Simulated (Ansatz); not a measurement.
# F₃GeH₃Si: a ladder of functionals and wavefunction methods

An exercise on one series of results from a longer session: the logs are not shown, and one member is left open.

Computed with Ansatz 0.2.0, Gaussian basis. Level: functionals in def2-TZVPP, the program's frozen cores in correlated methods.

Levels to be run: LDA (SPW92), PBE-D4, revPBE-D4, BLYP-D4, r2SCAN-D4, B97M-V, PBE0-D4, B3LYP-D4, r2SCANh-D4, r2SCAN0-D4, HSE06-D4, BHLYP-D4, CAM-B3LYP-D4, LC-ωPBE, ωB97X-V, ωB97M-V, B2PLYP, PBE-QIDH; CCSD(T)/def2-SVP; CCSD(T)/def2-TZVPP; MP2/def2-QZVPP; extrapolation to the limit; RPA on PBE.

## The geometry

The geometry comes from an earlier relaxation with PBE0-D4 in a triple-zeta def2 set; it is a stationary point, not always the lowest conformer.

SMILES `[F][Ge]([F])([F])[SiH3]`, 8 atoms, charge 0, spin multiplicity 1.

Atoms are counted from 1 here; the program's logs count them from 0.

Bond lengths: F1–Ge2 1.719 Å, Ge2–F3 1.719 Å, Ge2–F4 1.719 Å, Ge2–Si5 2.380 Å, Si5–H6 1.480 Å, Si5–H7 1.480 Å, Si5–H8 1.480 Å. Angles: F1–Ge2–F3 104.8°, F1–Ge2–F4 104.8°, F1–Ge2–Si5 113.8°, F3–Ge2–F4 104.8°, F3–Ge2–Si5 113.8°, F4–Ge2–Si5 113.9°, Ge2–Si5–H6 107.0°, Ge2–Si5–H7 107.0°, Ge2–Si5–H8 107.0°, H6–Si5–H7 111.8°, H6–Si5–H8 111.8°, H7–Si5–H8 111.8°.

The first run:

Contents of in.yaml:

```yaml
crystal:
  periodic: [false, false, false]
  atoms:
    - {symbol: F, position_ang: [1.396158, -1.075252, 1.607916]}
    - {symbol: Ge, position_ang: [0.455431, -0.988792, 0.171229]}
    - {symbol: F, position_ang: [-0.699058, -2.253687, 0.325275]}
    - {symbol: F, position_ang: [1.514445, -1.510650, -1.078835]}
    - {symbol: Si, position_ang: [-0.511669, 1.150784, -0.217367]}
    - {symbol: H, position_ang: [-1.385120, 1.447760, 0.940185]}
    - {symbol: H, position_ang: [0.604039, 2.117327, -0.326781]}
    - {symbol: H, position_ang: [-1.282327, 1.055310, -1.477521]}
basis:
  gaussian: {orbitals: def2-TZVPP}
hamiltonian: {xc: lda}
output: {orbitals: {seedname: orbitals}}
```

Launch:

```console
ansatz run in.yaml --threads 4 --pin off --events-out ev --progress --plain --max-ram 10444MiB
```

Among the steps run: LDA; PBE-D4 (GGA); revPBE-D4 (GGA); BLYP-D4 (GGA); r2SCAN-D4 (meta-GGA); B97M-V (meta-GGA); B3LYP-D4 (hybrid); r2SCANh-D4 (hybrid); r2SCAN0-D4 (hybrid); HSE06-D4 (hybrid); BHLYP-D4 (hybrid); CAM-B3LYP-D4 (range-separated); LC-ωPBE (range-separated); ωB97X-V (range-separated); ωB97M-V (range-separated); B2PLYP (double hybrid); PBE-QIDH (double hybrid).

One table of the session follows, with a row left open; its other results are not shown here.

```
  functional  HOMO (eV)  gap (eV)
 LDA (SPW92)      -8.52      6.47
      PBE-D4          ?         ?
   revPBE-D4      -8.25      6.67
     BLYP-D4      -8.22      6.57
   r2SCAN-D4      -8.69      7.35
      B97M-V      -8.79      7.35
     PBE0-D4      -9.72      8.97
    B3LYP-D4      -9.50      8.46
  r2SCANh-D4      -9.20      8.19
  r2SCAN0-D4      -9.95      9.40
    HSE06-D4      -9.32      8.20
    BHLYP-D4     -10.99     11.20
CAM-B3LYP-D4     -11.07     11.31
     LC-ωPBE     -12.32     13.81
     ωB97X-V     -12.00     13.41
     ωB97M-V     -11.82     12.93
```

Q: Estimate the row for PBE-D4 from the others.

**Answer.** HOMO (eV): -8.33; gap (eV): 6.61. In the column «HOMO (eV)» it lies between LDA (SPW92) (-8.52) and revPBE-D4 (-8.25).
